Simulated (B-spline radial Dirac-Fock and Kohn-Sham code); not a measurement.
**Inner shells of Ni¹³⁺**

What does theory give for nickel as Ni¹³⁺? The session works out its X-ray form factor and Compton profile, the binding energy of each subshell and the widths and yields of its core holes.

Program: B-spline radial Dirac-Fock and Kohn-Sham code, version 2. Model: a free atom or ion on a radial basis; each step names its model. All values are calculated, but those marked as tabulated.

## Step 1: The system

The Ni¹³⁺ ion in the configuration [Ne] 3s2 3p3.

| Item | Value |
| --- | --- |
| nuclear charge | 28 |
| electrons | 15 |
| mass number | 58 |
| nuclear rms radius | 3.7757 fm |

## Step 2: Scattering by the electron cloud

Model: Dirac-Fock average of configuration, finite nucleus; form factor of the spherical density, Waller-Hartree incoherent function, impulse-approximation Compton profiles.

Recorded inputs:

```ini
task = scatter
Z = 28
charge = 13
configuration = 1s2 2s2 2p6 3s2 3p3
mass_number = 58
rms_radius = 3.7757  # fm
s = [0.0, 0.05, 0.1, 0.15, 0.2, 0.25, 0.3, 0.35, 0.4, 0.45, 0.5, 0.6, 0.7, 0.8, 0.9, 1.0, 1.1, 1.2, 1.4, 1.6, 1.8, 2.0, 2.5, 3.0, 3.5, 4.0, 5.0, 6.0]  # 1/A
pz = [0, 0.1, 0.2, 0.3, 0.4, 0.5, 0.6, 0.8, 1.0, 1.2, 1.4, 1.6, 1.8, 2.0, 2.5, 3.0, 4.0, 5.0, 7.0, 10.0, 15.0, 20.0, 30.0, 40.0, 60.0, 100.0]  # a.u.
photon_energy = [1000, 2000, 5000, 17479.3, 20000, 50000, 200000, 1000000]  # eV
```

## Step 3: Core and valence levels

Model: Dirac-Fock average of configuration, Delta-SCF, finite nucleus, first-order Breit with its frequency dependence, self-energy and vacuum polarisation.

Recorded inputs:

```ini
task = binding
```

## Step 4: Filling the vacancies

Model: independent-particle rates: relativistic LDA orbitals of the hole state, multipoles to L = 3 (length form), Coulomb Auger matrix elements with a Latter-tail continuum; energies from Dirac-Fock.

Settings, as recorded:

```ini
task = decay
holes = ["K", "L1", "L2", "L3", "M1"]
```

Before running it: what results should come out? Wanted: rms radius of the electron cloud; form factor halves at; Compton profile at zero; deepest level listed, K; least bound, M2,3; Kα1; K hole: width, yield.

**Answer**, as computed:

```
                                quantity           value
        rms radius of the electron cloud      0.435 bohr
                   form factor halves at        0.93 1/Å
                 Compton profile at zero    1.618 1/a.u.
            deepest level listed, K (1s)       8777.8 eV
                  least bound, M2,3 (3p)        421.9 eV
                                     Kα1       7486.7 eV
ionisation energy, NIST (semi-empirical)      429.300 eV
                    K hole: width, yield  1.35 eV, 0.417
                            its lifetime        0.487 fs
```

**Reading.** Further runs did not end well and aren't shown (photo). f falls from 15 to half of that at s = 0.93 1/Å. Incoherent scattering outweighs coherent from 200 keV on, among the energies asked. For K (1s), relaxation takes off 26.3 eV, Breit terms shift it by -9.95 and QED by -4.62 eV. NIST's ionisation energy differs by +7.44 eV from the least binding energy; the calculation averages open shells over their j components and terms. The K hole lives 0.49 fs and decays mostly by electron emission (yield 0.42). The Hartree-Fock and Dirac-Fock values hold no electron correlation.
